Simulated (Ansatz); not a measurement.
Run this with Ansatz 0.2.0, Python API and show what comes out.

Script `pdos_ni.py`:
```python
"""Which atoms and shells make the states of Ni."""

import sys
import warnings

import ansatz as az
import matplotlib.pyplot as plt
import numpy as np

warnings.simplefilter("ignore", az.DeckWarning)

lattice = az.Lattice.of(
    (2.4480229, 0.0, 0.0),
    (-1.22401145, 2.12005002, 0.0),
    (0.0, 0.0, 4.07280757),
)
sites = [
    ("Ni", (1 / 3, 2 / 3, 0.25), 1.5),
    ("Ni", (2 / 3, 1 / 3, 0.75), -1.5),
]
ni = az.Crystal(lattice=lattice)
for symbol, position, moment in sites:
    ni = ni.atom(symbol, position, moment=moment or None)

base = (
    ni.calculation()
    .spin("collinear")
    .occupations("Fermi-Dirac", width=0.15)
    .kpoints(11, 11, 6, shift=0.5)
    .functional("r2SCAN")
    .initial_density(normalization="atom")
    .scf(max_iterations=80, extra_bands=6, lower_state_search="light", algorithm="direct_min")
    .density_of_states(projected=True, method="smearing", broadening_width=0.15, energy_step=0.1)
)
try:
    result = base.run(threads=1, backend="cpu")
except az.NonConvergedError as error:
    sys.exit(f"no convergence: {error}")
except az.RefusalError as error:
    sys.exit(f"input refused: {error}")
summary = result.report

dos = result.density_of_states()
energy = np.asarray(dos.energies_ev) - dos.fermi_ev
curves = {}
for site in result.projected_density_of_states().sites:
    for shell in site.shells:
        weight = sum(np.sum(curve.g_bin_mean_per_ev, axis=0) for curve in shell.curves)
        name = f"{site.species} {shell.label}"
        curves[name] = curves.get(name, 0) + weight

window = (energy > -10) & (energy < 6)
fig, ax = plt.subplots(figsize=(5.5, 3.5))
for name, g in curves.items():
    if g[window].max() > 0.05:
        ax.plot(energy[window], g[window], label=name, lw=1)
        print(f"{name:8s} peak {g[window].max():7.3f} states/eV at {energy[window][g[window].argmax()]:6.2f} eV")
ax.set(xlabel="E - E_F (eV)", ylabel="states/eV")
ax.legend(fontsize=7)
fig.tight_layout()
fig.savefig("pdos.png", dpi=100)
```

Running `python pdos_ni.py` prints:
```text
RunWarning: the starting moments were not kept: 1 of 2 ended reversed and 1 kept their direction, counting a site from 0.1 of the cell's largest site moment. The largest reversed, site 0 (counted from 0, in the order of the report's site_moments_mub), started with +1.5 μB and closes at -7.8e-1 μB in its sphere. The starting moments cancel, and the net magnetisation is 1.5e0 μB in size, over 0.1 of its absolute magnetisation of 1.7e0 μB. The SCF closed on another magnetic arrangement than the [...]
Ni 4S    peak   0.476 states/eV at  -4.99 eV
Ni 3D    peak   5.859 states/eV at  -1.09 eV
```
(Warnings from the package without file and line, shortened.)

Caveats:
- The settings weren't tested for convergence.
- The SCF didn't keep the moments it started from (some shrank, vanished or turned); what is printed is the state reached.
- For a metal this k-point mesh is coarse: on a finer one energies can move by several to tens of meV an atom and pressures by half a GPa or more, differences at one mesh by less.
- The mesh has less symmetry than the crystal, which the program warned of.
- Peaks are the largest values inside the energy window taken; deeper bands lie outside it.
- r2SCAN tends to overestimate the moments of itinerant magnets.
- This isn't the structure that Ni takes at ambient conditions.
- Curves are summed over the cell's atoms. Only shells that the potentials hold have channels, so projections don't add up to the total, least of all where a shell is missing (p of most metals); heights and places of peaks move with the mesh.
- The density of states is complete only as far up as bands were computed.
- The script silences the warnings on its input, which a real study should read.
- Wall time of the script: 2.1 min on 1 thread of Intel(R) Xeon(R) Processor @ 2.30GHz, on a shared host, peak memory 0.9 GiB.
